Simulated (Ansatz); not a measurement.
# H4Sn: molecular dynamics

Aim: follow the molecule's vibrations and see whether its bonds hold. The start is relaxed first. Runs: 500 steps of 1 fs at constant energy, with velocities drawn for 500 K. SMILES of the start: [SnH4].

Method: RKS PBE-D4/def2-SVP, in Ansatz 0.2.0.

## 1. The starting structure

Bond lengths: Sn1–H2 1.740 Å, Sn1–H3 1.740 Å, Sn1–H4 1.739 Å, Sn1–H5 1.739 Å. Angles: H2–Sn1–H3 109.4°, H2–Sn1–H4 109.5°, H2–Sn1–H5 109.5°, H3–Sn1–H4 109.5°, H3–Sn1–H5 109.5°, H4–Sn1–H5 109.5°.

As a file:

```xyz
5

Sn    0.0000    0.0000    0.0000
H     0.0000    0.0000    1.7400
H     1.6408    0.0000   -0.5794
H    -0.8195    1.4198   -0.5794
H    -0.8195   -1.4198   -0.5794
```

## 2. Relaxing the start

The input, input.yaml:

```yaml
crystal:
  periodic: [false, false, false]
  atoms:
    - { symbol: Sn, position_ang: [0.0, 0.0, 0.0] }
    - { symbol: H, position_ang: [0.0, 0.0, 1.74] }
    - { symbol: H, position_ang: [1.6408, 0.0, -0.5794] }
    - { symbol: H, position_ang: [-0.8195, 1.4198, -0.5794] }
    - { symbol: H, position_ang: [-0.8195, -1.4198, -0.5794] }
basis:
  gaussian: { orbitals: def2-SVP }
hamiltonian:
  xc: pbe
  dispersion: d4
relax:
  f_tol: 0.02
  max_steps: 40
output:
  orbitals: {}
```

Launch:

```
> ansatz run input.yaml --threads 1 --pin off --max-ram 2048MiB --backend cpu --events-out ev --progress --plain --runs-dir out
```

Log, shortened:

```text
Warning: RAYON_NUM_THREADS=1 ignored (pool sized by the plan → 1); use --threads N
[...]
Functional definition: PBE
[...]
523 factors; their error is unknown
[...]
mean field -5894.94650301 eV, -216.6352882472 hartree, gradient 3.1e-6 eV, S^2 0.000000; 0 other end points of the search recorded, 0 dependent functions left out
[...]
reference -5894.94653953 eV, -216.6352895893 hartree; 13, 13 occupied and 33, 33 virtual orbitals, 523 factors
relax step   1: F+E_penalty+E_count = -5894.99761286 eV  Δ(F+E_penalty+E_count) = +0.000e0 eV  max|allowed force component| = 1.903e-1 eV/Å  Δτ_max = 0.0000 Å  (22 SCF iters, accepted)
[...]
relax step   2: F+E_penalty+E_count = -5895.00100408 eV  Δ(F+E_penalty+E_count) = -3.391e-3 eV  max|allowed force component| = 1.212e-1 eV/Å  Δτ_max = 0.0245 Å  (22 SCF iters, accepted)
[...]
relax step   3: F+E_penalty+E_count = -5895.00304932 eV  Δ(F+E_penalty+E_count) = -2.045e-3 eV  max|allowed force component| = 2.884e-3 eV/Å  Δτ_max = 0.0092 Å  (23 SCF iters, accepted)
523 factors; their error is unknown
[...]
mean field -5894.95183638 eV, -216.6354842450 hartree, gradient 9.7e-6 eV, S^2 0.000000; 1 other end points of the search recorded, 0 dependent functions left out
[...]
reference -5894.95187279 eV, -216.6354855831 hartree; 13, 13 occupied and 33, 33 virtual orbitals, 523 factors
Total energy: -5895.00308573 eV, -216.6373676240 hartree
Atom 0 at     0.000477    -0.000000     0.000402 Å, force    -0.001022    -0.000000    -0.000502 eV/Å
Atom 1 at     0.000063    -0.000000     1.724874 Å, force     0.000290     0.000000     0.002884 eV/Å
Atom 2 at     1.626362     0.000000    -0.574325 Å, force     0.002676     0.000000    -0.000761 eV/Å
Atom 3 at    -0.812551     1.407943    -0.574576 Å, force    -0.000972     0.002303    -0.000811 eV/Å
Atom 4 at    -0.812551    -1.407943    -0.574576 Å, force    -0.000972    -0.002303    -0.000811 eV/Å
Dipole moment:     0.000124     0.000000     0.000047 e Å
```

It took 3.4 s on 1 thread of Arm Neoverse V1, shared host; peak memory 0.092 GiB.

The steps of the relaxation:

```tsv
step	energy from step 1 (eV)	largest force component (eV/Å)
1	0.0000	0.1903
2	-0.0034	0.1212
3	-0.0054	0.0029
```

Step 1 is the start.

After: Bond lengths: Sn1–H2 1.724 Å, Sn1–H3 1.724 Å, Sn1–H4 1.725 Å, Sn1–H5 1.725 Å. Angles: H2–Sn1–H3 109.5°, H2–Sn1–H4 109.5°, H2–Sn1–H5 109.5°, H3–Sn1–H4 109.5°, H3–Sn1–H5 109.5°, H4–Sn1–H5 109.5°.

## 3. Dynamics

500 steps of 1 fs at constant energy, with velocities drawn for 500 K, from the relaxed start.

The input, input.yaml:

```yaml
crystal:
  periodic: [false, false, false]
  atoms:
    - { symbol: Sn, position_ang: [0.000477, 0.0, 0.000402] }
    - { symbol: H, position_ang: [6.3e-05, 0.0, 1.724874] }
    - { symbol: H, position_ang: [1.626362, 0.0, -0.574325] }
    - { symbol: H, position_ang: [-0.812551, 1.407943, -0.574576] }
    - { symbol: H, position_ang: [-0.812551, -1.407943, -0.574576] }
basis:
  gaussian: { orbitals: def2-SVP }
hamiltonian:
  xc: pbe
  dispersion: d4
md:
  timestep: 1.0
  n_steps: 500
  ensemble: nve
  temperature: 500.0
  initial_velocities: maxwell_boltzmann
  seed: 758584
```

Launch:

```
> ansatz run input.yaml --threads 1 --pin off --max-ram 2048MiB --backend cpu --events-out ev --progress --plain --runs-dir out
```

Log, shortened:

```text
Warning: RAYON_NUM_THREADS=1 ignored (pool sized by the plan → 1); use --threads N
[...]
[... 1 set-up line as earlier in the session ...]
[...]
523 factors; their error is unknown
[...]
mean field -5894.95183638 eV, -216.6354842450 hartree, gradient 9.9e-6 eV, S^2 0.000000; 0 other end points of the search recorded, 0 dependent functions left out
[...]
reference -5894.95187279 eV, -216.6354855830 hartree; 13, 13 occupied and 33, 33 virtual orbitals, 523 factors
md step     0: t =     0.00 fs  T =   500.0 K  F+E_penalty+E_count = -5895.00304932 eV  E_kin = 0.193890 eV  conserved = -5894.80915932 eV  (21 SCF iters)
[...]
md step    18: t =    18.00 fs  T =   447.7 K  F+E_penalty+E_count = -5894.98274382 eV  E_kin = 0.173602 eV  conserved = -5894.80914193 eV  (21 SCF iters, 3 dispersion substeps)
[...]
md step    36: t =    36.00 fs  T =   391.6 K  F+E_penalty+E_count = -5894.96083414 eV  E_kin = 0.151848 eV  conserved = -5894.80898632 eV  (22 SCF iters, 3 dispersion substeps)
[...]
md step    54: t =    54.00 fs  T =   431.3 K  F+E_penalty+E_count = -5894.97621068 eV  E_kin = 0.167263 eV  conserved = -5894.80894803 eV  (21 SCF iters, 3 dispersion substeps)
[...]
md step    72: t =    72.00 fs  T =   459.3 K  F+E_penalty+E_count = -5894.98706211 eV  E_kin = 0.178101 eV  conserved = -5894.80896081 eV  (21 SCF iters, 3 dispersion substeps)
md step    73: t =    73.00 fs  T =   385.3 K  F+E_penalty+E_count = -5894.95714514 eV  E_kin = 0.149416 eV  conserved = -5894.80772953 eV  (22 SCF iters, 3 dispersion substeps)
```

## 4. The log goes on: dynamics from the start

The log, continued, shortened:

```text
md step    74: t =    74.00 fs  T =   265.0 K  F+E_penalty+E_count = -5894.90896888 eV  E_kin = 0.102767 eV  conserved = -5894.80620150 eV  (23 SCF iters, 3 dispersion substeps)
[...]
md step    96: t =    96.00 fs  T =   187.6 K  F+E_penalty+E_count = -5894.87878068 eV  E_kin = 0.072731 eV  conserved = -5894.80604927 eV  (23 SCF iters, 3 dispersion substeps)
[...]
md step   118: t =   118.00 fs  T =   354.9 K  F+E_penalty+E_count = -5894.94555143 eV  E_kin = 0.137631 eV  conserved = -5894.80792063 eV  (21 SCF iters, 3 dispersion substeps)
[...]
md step   140: t =   140.00 fs  T =   136.6 K  F+E_penalty+E_count = -5894.85757490 eV  E_kin = 0.052980 eV  conserved = -5894.80459455 eV  (23 SCF iters, 3 dispersion substeps)
[...]
md step   162: t =   162.00 fs  T =   393.3 K  F+E_penalty+E_count = -5894.96074622 eV  E_kin = 0.152520 eV  conserved = -5894.80822627 eV  (21 SCF iters, 3 dispersion substeps)
md step   163: t =   163.00 fs  T =   303.0 K  F+E_penalty+E_count = -5894.92427236 eV  E_kin = 0.117499 eV  conserved = -5894.80677348 eV  (22 SCF iters, 3 dispersion substeps)
md step   164: t =   164.00 fs  T =   203.2 K  F+E_penalty+E_count = -5894.88440306 eV  E_kin = 0.078779 eV  conserved = -5894.80562422 eV  (23 SCF iters, 3 dispersion substeps)
```

## 5. The log goes on: dynamics from the start

The log, continued, shortened:

```text
md step   165: t =   165.00 fs  T =   136.7 K  F+E_penalty+E_count = -5894.85830202 eV  E_kin = 0.053014 eV  conserved = -5894.80528758 eV  (24 SCF iters, 3 dispersion substeps)
[...]
md step   184: t =   184.00 fs  T =   182.6 K  F+E_penalty+E_count = -5894.87657512 eV  E_kin = 0.070813 eV  conserved = -5894.80576200 eV  (22 SCF iters, 3 dispersion substeps)
[...]
md step   203: t =   203.00 fs  T =   229.4 K  F+E_penalty+E_count = -5894.89529663 eV  E_kin = 0.088960 eV  conserved = -5894.80633712 eV  (22 SCF iters, 3 dispersion substeps)
[...]
md step   222: t =   222.00 fs  T =   209.2 K  F+E_penalty+E_count = -5894.88749670 eV  E_kin = 0.081106 eV  conserved = -5894.80639057 eV  (22 SCF iters, 3 dispersion substeps)
[...]
md step   499: t =   499.00 fs  T =   290.8 K  F+E_penalty+E_count = -5894.91988852 eV  E_kin = 0.112747 eV  conserved = -5894.80714121 eV  (22 SCF iters, 3 dispersion substeps)
[...]
md step   500: t =   500.00 fs  T =   353.9 K  F+E_penalty+E_count = -5894.94553172 eV  E_kin = 0.137227 eV  conserved = -5894.80830468 eV  (21 SCF iters, 3 dispersion substeps)
Total energy: -5894.94556791 eV, -216.6352538831 hartree
Atom 0 at    -0.001305     0.000501     0.001136 Å, force     0.485277     0.115250    -0.829346 eV/Å
Atom 1 at     0.074810    -0.082701     1.656510 Å, force    -0.098652     0.102094     0.970456 eV/Å
Atom 2 at     1.643997     0.022584    -0.541380 Å, force    -0.059240    -0.049108    -0.050080 eV/Å
Atom 3 at    -0.737703     1.409096    -0.641478 Å, force    -0.145340     0.072028     0.084305 eV/Å
Atom 4 at    -0.769874    -1.408038    -0.558704 Å, force    -0.182045    -0.240265    -0.175336 eV/Å
Dipole moment:    -0.048258     0.011209     0.026889 e Å
```

Wall time 6.8 min (1 thread of Arm Neoverse V1, shared host); peak memory 0.086 GiB.

## 6. What the atoms did

One step in 26; energies are changes from step 0:

```tsv
time (fs)	T (K)	potential energy change (meV/atom)	total energy change (meV/atom)
0.0	500	0.0	0.00
26.0	367	10.7	0.37
52.0	318	14.5	0.34
78.0	158	27.2	0.65
104.0	99	32.1	0.97
130.0	119	30.3	0.77
156.0	210	23.1	0.59
182.0	250	20.1	0.69
208.0	337	13.0	0.31
234.0	355	11.6	0.33
260.0	277	17.8	0.48
286.0	329	13.4	0.14
312.0	219	22.3	0.55
338.0	253	19.7	0.52
364.0	244	20.3	0.47
390.0	220	22.4	0.70
416.0	213	22.8	0.57
442.0	185	25.0	0.57
468.0	136	29.0	0.79
494.0	166	26.4	0.55
500.0	354	11.5	0.17
```

time (fs), T (K) and a bar:
```
      0.0        500 ##############################
     22.0        120 
     43.0        240 ##########
     65.0        309 ###############
     87.0        167 ####
    109.0        330 #################
    130.0        119 
    152.0        315 ###############
    174.0        171 ####
    196.0        307 ###############
    217.0        207 #######
    239.0        157 ###
    261.0        273 ############
    283.0        176 #####
    304.0        383 #####################
    326.0        214 #######
    348.0        263 ###########
    370.0        235 #########
    391.0        252 ##########
    413.0        302 ##############
    435.0        290 #############
    457.0        295 ##############
    478.0        208 #######
    500.0        354 ##################
```

Maxima of the velocity power spectrum (cm⁻¹, relative height; resolution about 130 cm⁻¹): 700 (20), 1870 (100).

## 7. Snapshots as a file

Extended XYZ, with forces in eV/Å:

```xyz
5
time_fs=62.0 T=299 dE=0.0799
Sn    0.002   -0.001   -0.001   -0.456    0.045    0.816
H    -0.104    0.097    1.806    0.216   -0.214   -0.915
H     1.618   -0.040   -0.610   -0.050    0.074    0.101
H    -0.888    1.407   -0.483    0.158   -0.032   -0.144
H    -0.855   -1.393   -0.604    0.132    0.128    0.142
5
time_fs=125.0 T=391 dE=0.0425
Sn    0.001    0.000    0.001    0.076    0.278   -0.401
H     0.001   -0.061    1.684    0.002    0.130    0.576
H     1.630    0.067   -0.556    0.002   -0.161   -0.048
H    -0.781    1.394   -0.641   -0.051    0.070    0.104
H    -0.895   -1.356   -0.501   -0.028   -0.317   -0.232
5
time_fs=188.0 T=301 dE=0.0792
Sn   -0.001    0.001    0.000    0.033   -0.638    0.471
H     0.072    0.023    1.796   -0.144   -0.047   -0.811
H     1.629   -0.102   -0.565    0.021    0.122   -0.006
H    -0.758    1.442   -0.579   -0.029   -0.093    0.007
H    -0.753   -1.493   -0.631    0.120    0.656    0.339
5
time_fs=250.0 T=392 dE=0.0427
Sn   -0.001    0.000    0.001    0.409    0.222   -0.699
H     0.029    0.019    1.663   -0.030   -0.005    0.901
H     1.628   -0.074   -0.571   -0.004    0.088   -0.005
H    -0.764    1.427   -0.575   -0.053    0.034   -0.062
H    -0.755   -1.398   -0.577   -0.321   -0.340   -0.135
5
time_fs=312.0 T=219 dE=0.1117
Sn    0.002    0.000   -0.001   -0.617   -0.237    0.915
H    -0.045   -0.046    1.832    0.079    0.122   -1.121
H     1.626    0.075   -0.563    0.033   -0.186   -0.007
H    -0.806    1.398   -0.634    0.035   -0.022    0.150
H    -0.969   -1.387   -0.521    0.470    0.324    0.062
5
time_fs=375.0 T=322 dE=0.0700
Sn    0.002   -0.001    0.001    0.056    0.294   -0.750
H    -0.075    0.079    1.653    0.098   -0.117    1.052
H     1.619   -0.056   -0.592   -0.012    0.102    0.035
H    -0.867    1.402   -0.483    0.071    0.105   -0.224
H    -0.817   -1.357   -0.593   -0.213   -0.384   -0.114
5
time_fs=438.0 T=293 dE=0.0827
Sn   -0.001    0.001    0.000   -0.131   -0.677    0.458
H     0.052   -0.050    1.803   -0.118    0.080   -0.872
H     1.639    0.002   -0.558   -0.050   -0.022    0.004
H    -0.767    1.430   -0.613   -0.033   -0.129    0.120
H    -0.809   -1.493   -0.605    0.332    0.749    0.290
5
time_fs=500.0 T=354 dE=0.0575
Sn   -0.001    0.001    0.001    0.485    0.115   -0.829
H     0.075   -0.083    1.657   -0.099    0.102    0.971
H     1.644    0.023   -0.541   -0.059   -0.049   -0.050
H    -0.738    1.409   -0.641   -0.145    0.072    0.084
H    -0.770   -1.408   -0.559   -0.182   -0.240   -0.175
```

## 8. Summary of results

| quantity | value |
| --- | --- |
| relaxation of the start | 2 moves, 0.005 eV lower |
| length | 500 steps of 1 fs |
| temperature, first and last step | 500 and 354 K |
| temperature, second half | mean 249 K, from 117 to 412 K |
| potential energy, second half | +20 meV/atom from the start |
| largest change of the total energy | 1.08 meV/atom |
| bonds formed or broken | 0 |

What this shows: The temperature starts at 500 K and averages 249 K in the second half, where it ranges from 117 to 412 K; a mean near half the start is what vibrations about a minimum give, since they share energy equally between motion and strain. The total energy strays from its start by at most 1.08 meV/atom, 5.6 % of the mean kinetic energy, which is poor: the step of 1 fs is too long for the fastest motion. The bonding pattern survives the run. A run of 500 fs with 5 atoms shows the motion but fixes no equilibrium value. The nuclei move classically, without zero-point motion, which matters most for hydrogen.
